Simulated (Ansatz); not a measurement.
# SiSnH₅+ (SMILES [SiH3][SnH2+]): functionals against CCSD(T) at one geometry

The task here is to estimate one member of a computed series from the others.

The runs use Ansatz 0.2.0, Gaussian basis; single points in def2-TZVPP.

Cores are frozen in the correlated methods. Filled d shells of the heavier atoms are correlated. Core potentials replace the inner electrons past krypton, and spin-orbit coupling is left out. B3LYP uses VWN-RPA correlation.

## The system as given

SMILES `[SiH3][SnH2+]`, 7 atoms, charge 1, spin multiplicity 1.

Atoms are counted from 1 here; the program's logs count them from 0.

Bond lengths: Si1–Sn2 2.601 Å, Si1–H3 1.473 Å, Si1–H4 1.692 Å, Si1–H5 1.198 Å, Sn2–H6 1.824 Å, Sn2–H7 1.662 Å. Angles: Sn2–Si1–H3 94.4°, Sn2–Si1–H4 104.0°, Sn2–Si1–H5 99.4°, H3–Si1–H4 102.2°, H3–Si1–H5 127.7°, H4–Si1–H5 122.4°, Si1–Sn2–H6 134.6°, Si1–Sn2–H7 131.7°, H6–Sn2–H7 92.9°.

Coordinates:

```
Si   -0.9423   -0.6336   -0.7095
Sn    0.8014    0.7091    0.6764
H    -1.8424   -0.8623    0.4335
H    -0.2253   -2.1529   -0.9084
H    -1.0952    0.1279   -1.6219
H     0.7067    1.8268    2.1144
H     2.4609    0.6321    0.7374
```

Set-up of the first run:

run/in.yaml reads:

```yaml
crystal:
  periodic: [false, false, false]
  atoms:
    - {symbol: Si, position_ang: [-0.942300, -0.633600, -0.709500]}
    - {symbol: Sn, position_ang: [0.801400, 0.709100, 0.676400]}
    - {symbol: H, position_ang: [-1.842400, -0.862300, 0.433500]}
    - {symbol: H, position_ang: [-0.225300, -2.152900, -0.908400]}
    - {symbol: H, position_ang: [-1.095200, 0.127900, -1.621900]}
    - {symbol: H, position_ang: [0.706700, 1.826800, 2.114400]}
    - {symbol: H, position_ang: [2.460900, 0.632100, 0.737400]}
basis:
  gaussian: {orbitals: def2-TZVPP}
total_charge: 1
correlation: {method: ccsd_t}
output: {forces: true}
```

No record of the launch command was kept for these runs.

Among the steps run: CCSD(T)/def2-TZVPP; PBE0-D4/def2-TZVPP; wB97M-V/def2-TZVPP; r2SCAN-D4/def2-TZVPP; PBE-D4/def2-TZVPP; B3LYP-D4/def2-TZVPP; CAM-B3LYP-D4/def2-TZVPP.

One table of the session follows, with a row left open; its other results are not shown here.

| method | RMS force component (eV/Å) | angle to CCSD(T) forces (°) |
| --- | --- | --- |
| CCSD(T) | 3.483 | reference |
| PBE0-D4 | 3.472 | 1.2 |
| wB97M-V | 3.450 | 0.9 |
| r2SCAN-D4 | 3.461 | 1.2 |
| PBE-D4 | 3.439 | 3.1 |
| B3LYP-D4 | ? | ? |
| CAM-B3LYP-D4 | 3.449 | 0.6 |

Estimate the missing values for B3LYP-D4.

**Answer.** RMS force component (eV/Å): 3.423; angle to CCSD(T) forces (°): 1.4. In the column «RMS force component (eV/Å)» it is the lowest.

Limits of these values: The reference is not at the basis limit: in triple zeta CCSD(T) underbinds, which counts against methods that bind more; the gaps are no ranking.
